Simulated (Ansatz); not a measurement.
# GaH (triplet): from Hartree-Fock to the top rungs at distance Ga1–H2 = 3.002 Å, cc-pVQZ

One table from this session's results is given with a row withheld; the runs are named, their logs left out.

Method: cc-pVQZ, core rule «outside noble gas», up to 14 orbitals frozen; program: Ansatz 0.2.0, Gaussian basis.

The runs, in order: UHF; CCSD(T) on ROHF; CCSD(T) on UHF; BCCD(T) on ROHF; CCSDT(Q) on ROHF; CCSDT(Q) on UHF; CASSCF and NEVPT2, 4 electrons in 5 orbitals; Full CI; Full CI in the symmetry of the determinant.

22 further runs of the same task are left out: 3 for a known fault of the program, 15 that didn't finish, 4 set aside as unsound or not needed.

### What is computed

The geometry derives from a PBE0/def2-TZVP stationary point (not a proven minimum). One bond is set to the value named and the two fragments are kept rigid. No spin-orbit coupling is included. The filled d shell of Ga may be among the frozen orbitals whatever the setting's name suggests; the logs give the count.

2 atoms, charge 0, spin multiplicity 3.

Atoms are counted from 1 here; the program's logs count them from 0.

No contacts short enough for the rule that draws bonds.

Set-up of the first run:

in.yaml

```yaml
crystal:
  periodic: [false, false, false]
  atoms:
    - {symbol: Ga, position_ang: [0.000000, 0.000000, 0.000000]}
    - {symbol: H, position_ang: [0.000000, 0.000000, 3.002000]}
basis:
  gaussian: {orbitals: cc-pVQZ}
magnetization: {spin_polarized: true, initial_magnetization: 2}
hamiltonian: {xc: hf}
output: {orbitals: {seedname: orbitals}}
```

Started as:

```bash
$ ansatz run in.yaml --threads 1 --pin off --events-out ev --progress --plain --max-ram 2393MiB
```

Steps of the session up to this table: UHF; CCSD(T) on ROHF; CCSD(T) on UHF; BCCD(T) on ROHF; CCSDT(Q) on ROHF; CCSDT(Q) on UHF; CASSCF and NEVPT2, 4 electrons in 5 orbitals; Full CI; Full CI in the symmetry of the determinant.

One of the session's tables, all rows but one given; the rest of the session is left out.

```
        method  from FCI (meV)
          ROHF         +1482.2
           UHF         +1390.6
          RMP2          +373.2
          UMP2               ?
         RCCSD           +42.8
         UCCSD           +35.4
      RCCSD(T)            +9.2
      UCCSD(T)            +5.1
       BCCD(T)            +9.3
        RCCSDT            -0.3
        UCCSDT            -4.4
     RCCSDT(Q)            -0.4
     UCCSDT(Q)            -4.5
CASSCF valence          +856.1
NEVPT2 valence          +202.6
           FCI               0
```

Q: Estimate the row for UMP2 from the others.

As computed: from FCI (meV): +376.9. In the column «from FCI (meV)» it lies between RMP2 (+373.2) and CASSCF valence (+856.1).

To keep in mind: UCCSDT, UCCSDT(Q) fall below full CI: unrestricted runs freeze a spin-polarised core, another one than full CI's, and coupled cluster isn't variational. Levels on UHF freeze UHF's core orbitals, full CI those of ROHF, so the U rows can settle a little off it for that reason alone. Restricted and unrestricted rows rest on different reference determinants; where their highest levels disagree by more than a few hundredths of an eV, they describe different states and don't form one ladder.
